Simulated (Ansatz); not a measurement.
# Br− with HBr: structure and interaction energy

The task here is to estimate one member of a computed series from the others.

Method: PBE0-D4 structure, single points in def2-TZVPPD; program: Ansatz 0.2.0, Gaussian basis.

Levels: PBE-D4, revPBE-D4, BLYP-D4, r2SCAN-D4, B97M-V, PBE0-D4, B3LYP-D4, HSE06-D4, wB97X-V, wB97M-V, B2PLYP, Hartree-Fock, MP2, CCSD, CCSD(T). The reference is CCSD(T) extrapolated to the basis limit. For elements past Ar these valence bases correlate outer-core shells poorly and lack relativity, so that limit is rough.

Correlated methods freeze the cores. Filled d shells of the heavier atoms are correlated. B3LYP uses VWN-RPA correlation. B2PLYP carries no dispersion term here.

163 further runs of the same task are left out: 163 set aside as unsound or not needed.

### The starting structure

The pair, from a GFN2-xTB docking trial: 3 atoms, charge -1, spin multiplicity 1.

Atoms are counted from 1 here; the program's logs count them from 0.

Bond lengths: Br2–H3 1.600 Å.

Geometry (Å):

```xyz
3
charge -1, multiplicity 1
Br   -0.12110    0.14400   -1.76250
Br    0.11180   -0.13300    1.67730
H     0.00930   -0.01100    0.08520
```

Atoms 1 to 1 are fragment A (Br−), the rest fragment B (HBr).

The first run:

The input, pre/in.yaml:

```yaml
crystal:
  periodic: [false, false, false]
  atoms:
    - {symbol: Br, position_ang: [-0.121100, 0.144000, -1.762500]}
    - {symbol: Br, position_ang: [0.111800, -0.133000, 1.677300]}
    - {symbol: H, position_ang: [0.009300, -0.011000, 0.085200]}
basis:
  gaussian: {orbitals: def2-SVPD}
total_charge: -1
hamiltonian: {xc: pbe, dispersion: d4}
relax: {f_tol: 0.03, max_steps: 250}
```

Run with:

```bash
$ ansatz run in.yaml --threads 2 --pin off --events-out ev --progress --plain --max-ram 5222MiB
```

Steps of the session up to this table: A first relaxation in a small basis; Relaxation at PBE0-D4; wB97X-V/def2-TZVPPD; wB97M-V/def2-TZVPPD; B2PLYP/def2-TZVPPD; B97M-V/def2-TZVPPD; CCSD(T)/def2-TZVPPD; MP2/def2-QZVPPD; Hartree-Fock/STO-3G; SPW92/def2-SVP; wB97M-V/def2-SVP; CCSD(T)/def2-SVP; Vibrations of the pair.

One of the session's tables, all rows but one given; the rest of the session is left out.

| method | interaction (kJ/mol) |
| --- | --- |
| PBE-D4 | -170.20 |
| revPBE-D4 | -163.44 |
| BLYP-D4 | ? |
| r2SCAN-D4 | -173.86 |
| B97M-V | -159.61 |
| PBE0-D4 | -171.14 |
| B3LYP-D4 | -159.43 |
| HSE06-D4 | -171.96 |
| wB97X-V | -158.18 |
| wB97M-V | -155.17 |
| B2PLYP | -154.25 |
| Hartree-Fock | -127.58 |
| MP2 | -160.00 |
| CCSD | -139.36 |
| CCSD(T) | -143.46 |
| CCSD(T)/CBS | -157.67 |

Estimate the missing values for BLYP-D4.

**Answer.** interaction (kJ/mol): -155.53. In the column «interaction (kJ/mol)» it lies between CCSD(T)/CBS (-157.67) and wB97M-V (-155.17).
